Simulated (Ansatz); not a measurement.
# BCl2FH2O: the cost of one run

Program: Ansatz 0.2.0. Level of theory: RHF/6-31G*. These are calculated values, not measurements.

**1. The system as given**

Bond lengths: B1–Cl2 2.210 Å, B1–Cl3 1.860 Å, B1–F4 1.320 Å, B1–O5 1.710 Å, O5–H6 1.010 Å, Cl2–H7 1.346 Å, O5–H7 1.148 Å. Angles: B1–Cl2–H7 63.4°, Cl2–B1–Cl3 120.0°, Cl2–B1–F4 120.0°, Cl2–B1–O5 71.6°, Cl3–B1–F4 120.0°, Cl3–B1–O5 88.6°, F4–B1–O5 109.9°, B1–O5–H6 109.5°, B1–O5–H7 87.0°, H6–O5–H7 125.5°, Cl2–H7–O5 137.9°.

As a file:

```xyz
7

B     0.0000    0.0000    0.0000
Cl    0.0000    0.0000    2.2100
Cl    1.6108    0.0000   -0.9300
F    -1.1431    0.0000   -0.6600
O     0.3597   -1.5824    0.5392
H    -0.2732   -2.2387    0.1046
H     0.2668   -1.1738    1.6085
```

**2. Pulling towards end A**

Springs on the bonds that form and break draw the guess towards this end; the thresholds are loose.

The input, input.yaml:

```yaml
crystal:
  periodic: [false, false, false]
  atoms:
    - { symbol: B, position_ang: [0.0, 0.0, 0.0] }
    - { symbol: Cl, position_ang: [0.0, 0.0, 2.21] }
    - { symbol: Cl, position_ang: [1.6108, 0.0, -0.93] }
    - { symbol: F, position_ang: [-1.1431, 0.0, -0.66] }
    - { symbol: O, position_ang: [0.3597, -1.5824, 0.5392] }
    - { symbol: H, position_ang: [-0.2732, -2.2387, 0.1046] }
    - { symbol: H, position_ang: [0.2668, -1.1738, 1.6085] }
basis:
  gaussian: { orbitals: "6-31G*" }
hamiltonian:
  xc: hf
relax:
  f_tol: 0.15
  max_steps: 25
  restrain:
    - { distance: [0, 4], at: 2.61, k: 30.0 }
    - { distance: [6, 1], at: 2.57, k: 30.0 }
    - { distance: [0, 1], at: 1.86, k: 30.0 }
    - { distance: [6, 4], at: 1.01, k: 30.0 }
```

The run is started by

```sh
$ ansatz run input.yaml --threads 1 --pin off --max-ram 2048MiB --backend cpu --events-out ev --progress --plain --runs-dir out
```

Q: Estimate wall time and peak memory on 1 thread of Arm Neoverse V2, shared host.

About 22 s, with a peak of 0.16 GiB.
